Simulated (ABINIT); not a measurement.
Crystal: BiTe.

```
CELL_PARAMETERS angstrom
0.00000 3.23500 3.23500
3.23500 0.00000 3.23500
3.23500 3.23500 0.00000
ATOMIC_POSITIONS crystal
Bi 0.00000 0.00000 0.00000
Te 0.50000 0.50000 0.50000
```

```yaml
Program: ABINIT 10.8.3 (patched build)
Task: single point
Functional: PBE
Potentials_or_basis: JTH PAW PBE v2.0
Cutoff: 599 eV
k_mesh: 7 × 7 × 7
Occupations: fermi-dirac, width 0.05 eV
Spin: no spin polarisation
```

On this cell: pressure 0.8 GPa; largest force zero by symmetry; band gap on the k mesh none (metal or under the smearing width).

The same run follows on a disturbed copy (atoms moved at random, drawn with an rms of 0.05 Å):

```
Bi Te
1.0
     0.00000    3.23500    3.23500
     3.23500    0.00000    3.23500
     3.23500    3.23500    0.00000
Bi Te
1 1
Cartesian
  0.0486 0.0219 -0.0837
  3.2170 3.2295 3.1974
```

Task: What changes?

Result: The energy (extrapolated to zero smearing) moves by +5.3 meV/atom; pressure 1.0 GPa; largest force 0.247 eV/Å; band gap on the k mesh none (metal or under the smearing width).

Forces on the atoms (eV/Å):
```
Bi  -0.193 -0.078  0.132
Te   0.193  0.078 -0.132
```

Stress tensor (GPa, compression positive):
```
 1.01 -0.06  0.10
-0.06  0.93  0.04
 0.10  0.04  0.96
```

Caveats: spin-orbit coupling is left out, which moves the levels of the heavy elements.
